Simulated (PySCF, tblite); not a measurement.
**C₃H₉F₃Si₂: geometry, infrared bands and NMR shifts**

Wanted: the infrared bands and NMR shifts of C₃H₉F₃Si₂ (`CC[SiH2][SiH2]C(F)(F)F`), by calculation.

Computed with tblite 0.8.0 and PySCF 2.14.0, with density-fitted response routines of our own, on a single molecule in the gas phase. Atoms count from 0, in the outputs and in this text.

## (1) The molecule as given

17 atoms, charge 0, multiplicity 1; geometry from: force field or distance geometry start.

Bonds of the start (Å): C0–C1 1.49, C1–Si2 1.84, Si2–Si3 2.21, Si3–C4 1.88, C4–F5 1.39, C4–F6 1.37, C4–F7 1.39, C0–H8 1.09, C0–H9 1.12, C0–H10 1.13, C1–H11 1.12, C1–H12 1.13, Si2–H13 1.48, Si2–H14 1.46, Si3–H15 1.47, Si3–H16 1.47.

## (2) Relaxing the molecule with GFN2-xTB

Job settings and geometry (Å):

```
{"job": {"kind": "relax", "xc": "GFN2-xTB", "basis": "xTB"}, "charge": 0, "multiplicity": 1}
C     -2.406200     0.413100     0.730400
C     -1.727200    -0.848900     0.334500
Si    -0.284300    -0.675600    -0.794400
Si     1.221700     0.840400    -0.234700
C      2.957100     0.117600    -0.108400
F      3.890700     1.107100    -0.405800
F      3.171500    -0.407800     1.141400
F      3.165700    -0.870800    -1.061300
H     -2.357200     1.215100    -0.011200
H     -2.087700     0.787800     1.733400
H     -3.507000     0.186600     0.857200
H     -2.492800    -1.473000    -0.192500
H     -1.487800    -1.452500     1.262800
H     -0.726900    -0.347100    -2.171800
H      0.406400    -1.966900    -0.814100
H      0.949600     1.538500     1.025600
H      1.307300     1.848500    -1.301200
```

On the command line:

```bash
> OMP_NUM_THREADS=1 python probes_run.py task.json out
```

The driver reads the jobs from task.json and runs them one after another.

**Question.** This job is followed by: GFN2-xTB harmonic vibrations, gas phase; GIAO PBE0/pcSseg-1 NMR shielding, non-relativistic, gas phase. What will the session give for the following? strongest single infrared mode (GFN2-xTB); zero-point energy (GFN2-xTB); 13C shifts against TMS (PBE0/pcSseg-1); 1H shifts against TMS (PBE0/pcSseg-1, means over atoms taken as alike); 29Si shifts against TMS (PBE0/pcSseg-1); 19F shifts against CFCl3 (PBE0/pcSseg-1, means over atoms taken as alike).

**Answer**, as computed:

```
                                                                 quantity                       value
                                strongest single infrared mode (GFN2-xTB)        628 cm⁻¹, 404 km/mol
                                             zero-point energy (GFN2-xTB)               69.3 kcal/mol
                                   13C shifts against TMS (PBE0/pcSseg-1)        142.5, 13.6, 5.3 ppm
   1H shifts against TMS (PBE0/pcSseg-1, means over atoms taken as alike)  4.19, 4.10, 1.09, 0.95 ppm
                                  29Si shifts against TMS (PBE0/pcSseg-1)            -67.8, -70.6 ppm
19F shifts against CFCl3 (PBE0/pcSseg-1, means over atoms taken as alike)                   -63.7 ppm
```

The optimisation took 118 steps and gained 0.666 eV; among the close pairs (by a distance rule), Si2–Si3 changed most, from 2.209 to 2.324 Å. The lowest mode is slightly imaginary (10i cm⁻¹), a soft motion within the noise of the Hessian, so the minimum is not strictly shown. The strongest single mode, at 628 cm⁻¹, is spread over many atoms; the largest shares are those of H13, H14. GFN2-xTB is a fitted tight-binding method: band positions and strengths are rough. Its intensities can rank the bands wrongly. At PBE0/pcSseg-1: The widest tensor belongs to F5, F6, F7: span 186 ppm, with a paramagnetic part of -239 ppm.
